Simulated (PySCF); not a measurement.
**[La(H2O)]3+: other functionals and bases at one geometry**

Aim: see how levels, charges and forces of [La(H2O)]3+ depend on the level of theory. The structure is generated, not taken from experiment.

Computed with PySCF 2.14.0. Level: several levels, as the steps say, no spin–orbit coupling.

3 further runs of the same task are left out: 2 for a known fault of the program, 1 set aside as unsound or not needed.

## (1) Starting geometry

4 atoms, charge 3, spin multiplicity 1.

Bond lengths: La1–O2 2.339 Å, O2–H3 1.000 Å, O2–H4 1.000 Å. Angles: La1–O2–H3 129.0°, La1–O2–H4 129.0°, H3–O2–H4 102.0°.

As a file:

```xyz
4

La    0.00000    0.00000   -0.15552
O     0.00000    0.00000    2.18380
H     0.77701    0.00000    2.81304
H    -0.77701    0.00000    2.81304
```

Formal oxidation states: La +3. The 4f shell is empty and lies in the core potential. An earlier session relaxed this geometry at r2SCAN, La lcecp-1-SVP with ECP46, O def2-SVP, H def2-SVP (singlet, point group C2v).

At r2SCAN on the finer grid: E = -106.655774 Eh, HOMO -25.68 eV, LUMO -20.13 eV, Mulliken charge on La1 +2.61 e, largest force component 0.016 eV/Å. The large-core potential holds the 4f shell empty.

Levels to run: B3LYP; PBE0; TPSSh; revPBE; r2SCAN, TZVP; r2SCAN, x2c-SVP. Hardware: 2 threads of Intel Xeon Platinum 8488C (Sapphire Rapids), shared host.

## (2) B3LYP

Input file run.py (the lines that set the calculation):

```python
mol = gto.M(atom='''
La     0.00000     0.00000    -0.15552
O      0.00000     0.00000     2.18380
H      0.77701     0.00000     2.81304
H     -0.77701     0.00000     2.81304''',
    basis={'La': 'lcecp-1-SVP', 'O': 'def2-SVP', 'H': 'def2-SVP'},
    ecp={'La': 'lcecp-1-SVP'},
    charge=3, spin=0)
mf = dft.RKS(mol, xc='B3LYP')
mf.grids.atom_grid = (75, 302)  # f atoms: unpruned, at least (60, 302)
mf = mf.density_fit()  # fitting sets: La AutoAux, O def2-universal-JKFIT, H def2-universal-JKFIT
mf.conv_tol = 1e-08; mf.max_cycle = 55
mf.kernel(dm0)  # dm0: the density of the relaxed state
```

The run is started by

```bash
OMP_NUM_THREADS=2 python run.py
```

## (3) PBE0

run.py (the lines that set the calculation), as its differences from that of step 2:

```diff
@@ -8,3 +8,3 @@
     charge=3, spin=0)
-mf = dft.RKS(mol, xc='B3LYP')
+mf = dft.RKS(mol, xc='PBE0')
 mf.grids.atom_grid = (75, 302)  # f atoms: unpruned, at least (60, 302)
```

## (4) TPSSh

run.py (the lines that set the calculation), as its differences from that of step 3:

```diff
@@ -8,3 +8,3 @@
     charge=3, spin=0)
-mf = dft.RKS(mol, xc='PBE0')
+mf = dft.RKS(mol, xc='TPSSH')
 mf.grids.atom_grid = (75, 302)  # f atoms: unpruned, at least (60, 302)
```

## (5) revPBE

run.py (the lines that set the calculation), as its differences from that of step 4:

```diff
@@ -8,3 +8,3 @@
     charge=3, spin=0)
-mf = dft.RKS(mol, xc='TPSSH')
+mf = dft.RKS(mol, xc='PBE_R,PBE')
 mf.grids.atom_grid = (75, 302)  # f atoms: unpruned, at least (60, 302)
```

## (6) r2SCAN, TZVP

Basis: La lcecp-1-TZVP with ECP46, O def2-TZVP, H def2-TZVP. 

Input file run.py (the lines that set the calculation):

```python
mol = gto.M(atom='''
La     0.00000     0.00000    -0.15552
O      0.00000     0.00000     2.18380
H      0.77701     0.00000     2.81304
H     -0.77701     0.00000     2.81304''',
    basis={'La': 'lcecp-1-TZVP', 'O': 'def2-TZVP', 'H': 'def2-TZVP'},
    ecp={'La': 'lcecp-1-TZVP'},
    charge=3, spin=0)
mf = dft.RKS(mol, xc='R2SCAN')
mf.grids.atom_grid = (75, 302)  # f atoms: unpruned, at least (60, 302)
mf = mf.density_fit()  # fitting sets: La AutoAux, O def2-universal-JKFIT, H def2-universal-JKFIT
mf.conv_tol = 1e-08; mf.max_cycle = 55
mf.kernel(dm0)  # dm0: free metal ions and neutral atoms
```

## (7) r2SCAN, x2c-SVP

Basis: La x2c-SVPall, O x2c-SVPall, H x2c-SVPall. All electrons are treated, with the spin-free X2C Hamiltonian.

Input file run.py (the lines that set the calculation):

```python
mol = gto.M(atom='''
La     0.00000     0.00000    -0.15552
O      0.00000     0.00000     2.18380
H      0.77701     0.00000     2.81304
H     -0.77701     0.00000     2.81304''',
    basis={'La': 'x2c-SVPall', 'O': 'x2c-SVPall', 'H': 'x2c-SVPall'},
    nucmod='G',
    charge=3, spin=0)
mf = dft.RKS(mol, xc='R2SCAN')
mf.grids.atom_grid = (99, 590)  # f atoms: unpruned, at least (60, 302)
mf = mf.density_fit()  # fitting sets: La AutoAux, O AutoAux, H AutoAux
mf = mf.sfx2c1e()
mf.conv_tol = 1e-08; mf.max_cycle = 55
mf.kernel(dm0)  # dm0: free metal ions and neutral atoms
```

**Question.** What will these runs give? Wanted: for each run, HOMO; gap; charge on La1; dipole; largest force.

The runs gave:

| level | state | HOMO (eV) | gap (eV) | charge on La1 (e) | dipole (D) | largest force (eV/Å) | basis functions | time |
| --- | --- | --- | --- | --- | --- | --- | --- | --- |
| r2SCAN (relaxed here) | singlet | -25.68 | 5.55 | 2.61 | 2.40 | 0.02 | 57 | 5.3 s |
| B3LYP | singlet | -26.77 | 6.59 | 2.60 | 2.41 | 0.05 | 57 | 1.5 s |
| PBE0 | singlet | -27.07 | 7.22 | 2.62 | 2.34 | 0.13 | 57 | 1.3 s |
| TPSSh | singlet | -26.09 | 5.89 | 2.60 | 2.44 | 0.13 | 57 | 1.8 s |
| revPBE | singlet | -25.37 | 4.59 | 2.56 | 2.67 | 0.30 | 57 | 1.5 s |
| r2SCAN, TZVP | singlet | -25.69 | 5.50 | 2.68 | 2.49 | 0.28 | 90 | 5.7 s |
| r2SCAN, x2c-SVP | singlet | -25.87 | 5.30 | 2.60 | 2.58 | 0.72 | 90 | 15 s |

Times are on 2 threads of Intel Xeon Platinum 8488C (Sapphire Rapids), shared host; the first row also made further properties. The dipole of a charged species depends on the origin, so these sizes hold for this origin alone.

In one basis the HOMO–LUMO gap runs from 4.59 eV (revPBE) to 7.22 eV (PBE0). The largest leftover force, 0.72 eV/Å with r2SCAN, x2c-SVP, stands at a geometry relaxed at another level. The Mulliken charge on La spans +2.56 to +2.68 e over the levels. With 4f in the core, its levels are missing from HOMO and gap. Total energies of different levels can't be compared. Spin–orbit coupling is left out throughout.
